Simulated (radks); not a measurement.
# Taking charge from the 2s level of V¹¹⁺ in fractions

What happens to E and to the 2s eigenvalue of V¹¹⁺ when a fraction of an electron is removed? The exact functional would give straight lines between whole numbers for a frontier level.

Program: radks (a radial shooting solver on a logarithmic mesh, Libxc functionals) version 1. Level of theory: scalar-relativistic Kohn-Sham, r2SCAN, spin-polarised, spherical densities, finite nucleus. These are calculated values, not measurements, unless marked.

**1. What is computed**

- element: vanadium (Z = 23)
- charge: +11
- electrons: 12
- configuration: [He] 2s(up 1, down 1) 2p6 3s2
- nuclear rms radius: 3.6002 fm

A shell typed twice in an input gives spin up, then spin down.

**2. Start: [He] 2s(up 1, down 1) 2p6 3s2**

Input:

```text
Z 23
configuration [He] 2s1 2s1 2p6 3s2
relativity scalar-relativistic
functional r2scan,r2scan
spin polarised
nucleus finite rms 3.6002 fm
c 137.035999084
```

Command:

```sh
$ python run_ks.py task.json out
```

All runs below come from this command, one after another.

**3. 0.25 electron removed from 2s**

Input:

```text
Z 23
configuration [He] 2s1 2s0.75 2p6 3s2
relativity scalar-relativistic
functional r2scan,r2scan
spin polarised
nucleus finite rms 3.6002 fm
c 137.035999084
```

**4. 0.5 electron removed from 2s**

Input:

```text
Z 23
configuration [He] 2s1 2s0.5 2p6 3s2
relativity scalar-relativistic
functional r2scan,r2scan
spin polarised
nucleus finite rms 3.6002 fm
c 137.035999084
```

**5. 0.75 electron removed from 2s**

Input:

```text
Z 23
configuration [He] 2s1 2s0.25 2p6 3s2
relativity scalar-relativistic
functional r2scan,r2scan
spin polarised
nucleus finite rms 3.6002 fm
c 137.035999084
```

**6. 1 electron removed from 2s**

Input:

```text
Z 23
configuration [He] 2s1 2s0 2p6 3s2
relativity scalar-relativistic
functional r2scan,r2scan
spin polarised
nucleus finite rms 3.6002 fm
c 137.035999084
```

What does the calculation give? Wanted: for each run, removed; E − E(0); eigenvalue; E minus straight line.

The runs gave:

| removed (e) | E − E(0) (eV) | eigenvalue (eV) | E minus straight line (eV) |
| --- | --- | --- | --- |
| 0 | 0.000 | -887.53 | 0.000 |
| 0.25 | 223.89 | -903.87 | -6.094 |
| 0.5 | 451.86 | -920.14 | -8.112 |
| 0.75 | 683.89 | -936.32 | -6.071 |
| 1 | 919.94 | -952.36 | 0.000 |

In words: Removing the whole electron costs 919.94 eV, against 887.53 eV from minus the starting eigenvalue. Slater's transition state, half an electron removed, gives 920.14 eV. The trapezoid integral of minus the eigenvalue gives 920.07 eV over the range, against 919.94 eV from the energies (Janak's theorem; approximate here, since the scalar-relativistic density holds large components alone). The eigenvalue moves by 64.8 eV per electron. E bends below the straight line by 8.11 eV at 0.5 electron removed.
